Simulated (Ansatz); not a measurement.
**Cl₂H₆N₂Si₂: up Jacob's ladder to CCSD(T)**

One table from this session's results is given with a row withheld; the runs are named, their logs left out.

The runs use Ansatz 0.2.0, Gaussian basis; functionals in def2-TZVPP, the program's frozen cores in correlated methods.

Plan: PBE-D4, r2SCAN-D4, PBE0-D4, B3LYP-D4, ωB97X-V, ωB97M-V, B2PLYP; CCSD(T)/def2-TZVPP; MP2/def2-QZVPP; extrapolation to the limit.

**The relaxed structure**

All runs share one geometry, relaxed beforehand with PBE0-D4 in a triple-zeta def2 set.

SMILES `N[Si@H](Cl)[Si@@H](N)Cl`, 12 atoms, charge 0, spin multiplicity 1.

Atoms are counted from 1 here; the program's logs count them from 0.

Bond lengths: N1–Si2 1.706 Å, N1–H7 1.009 Å, N1–H8 1.008 Å, Si2–Cl3 2.077 Å, Si2–Si4 2.334 Å, Si2–H9 1.482 Å, Si4–N5 1.704 Å, Si4–Cl6 2.090 Å, Si4–H10 1.480 Å, N5–H11 1.008 Å, N5–H12 1.008 Å. Angles: Si2–N1–H7 118.8°, Si2–N1–H8 120.9°, H7–N1–H8 111.4°, N1–Si2–Cl3 115.5°, N1–Si2–Si4 105.7°, N1–Si2–H9 107.7°, Cl3–Si2–Si4 107.1°, Cl3–Si2–H9 105.5°, Si4–Si2–H9 115.7°, Si2–Si4–N5 109.6°, Si2–Si4–Cl6 103.2°, Si2–Si4–H10 116.4°, N5–Si4–Cl6 114.5°, N5–Si4–H10 107.9°, Cl6–Si4–H10 105.4°, Si4–N5–H11 120.3°, Si4–N5–H12 120.8°, H11–N5–H12 111.4°.

Set-up of the first run:

Input file in.yaml:

```yaml
crystal:
  periodic: [false, false, false]
  atoms:
    - {symbol: N, position_ang: [0.809252, -1.029745, -1.522755]}
    - {symbol: Si, position_ang: [1.192865, 0.263249, -0.478253]}
    - {symbol: Cl, position_ang: [1.803856, 2.015767, -1.410531]}
    - {symbol: Si, position_ang: [-0.777824, 0.748913, 0.674637]}
    - {symbol: N, position_ang: [-1.080886, -0.468267, 1.827270]}
    - {symbol: Cl, position_ang: [-2.203047, 0.875100, -0.849288]}
    - {symbol: H, position_ang: [-0.030402, -0.973054, -2.079461]}
    - {symbol: H, position_ang: [1.533906, -1.540710, -2.002131]}
    - {symbol: H, position_ang: [2.340331, -0.160173, 0.358422]}
    - {symbol: H, position_ang: [-0.828787, 2.055011, 1.369013]}
    - {symbol: H, position_ang: [-0.967011, -1.439063, 1.582310]}
    - {symbol: H, position_ang: [-1.792253, -0.347048, 2.530757]}
basis:
  gaussian: {orbitals: def2-TZVPP}
hamiltonian: {xc: pbe, dispersion: d4}
output: {forces: true, orbitals: {seedname: orbitals}}
```

Command:

```console
> ansatz run in.yaml --threads 2 --pin off --events-out ev --progress --plain --max-ram 32768MiB --backend cuda --devices 0, --max-vram 18GiB
```

Steps of the session up to this table: PBE-D4 (GGA); r2SCAN-D4 (meta-GGA); PBE0-D4 (hybrid); B3LYP-D4 (hybrid); ωB97X-V (range-separated); ωB97M-V (range-separated); B2PLYP (double hybrid); CCSD(T) in def2-TZVPP; MP2 in def2-QZVPP.

One of the session's tables, all rows but one given; the rest of the session is left out.

```
            method  atomisation energy (kJ/mol)
            PBE-D4                       4074.6
         r2SCAN-D4                       4018.5
           PBE0-D4                       4012.1
          B3LYP-D4                       4020.8
           ωB97X-V                       4061.7
           ωB97M-V                       4050.4
            B2PLYP                       3959.7
     HF/def2-TZVPP                       2833.0
    MP2/def2-TZVPP                       3948.8
   CCSD/def2-TZVPP                       3819.2
CCSD(T)/def2-TZVPP                       3883.7
           MP2/CBS                            ?
       CCSD(T)/CBS                       4032.8
```

**Question.** Estimate the row for MP2/CBS.

As computed: atomisation energy (kJ/mol): 4097.9. In the column «atomisation energy (kJ/mol)» it is the highest.
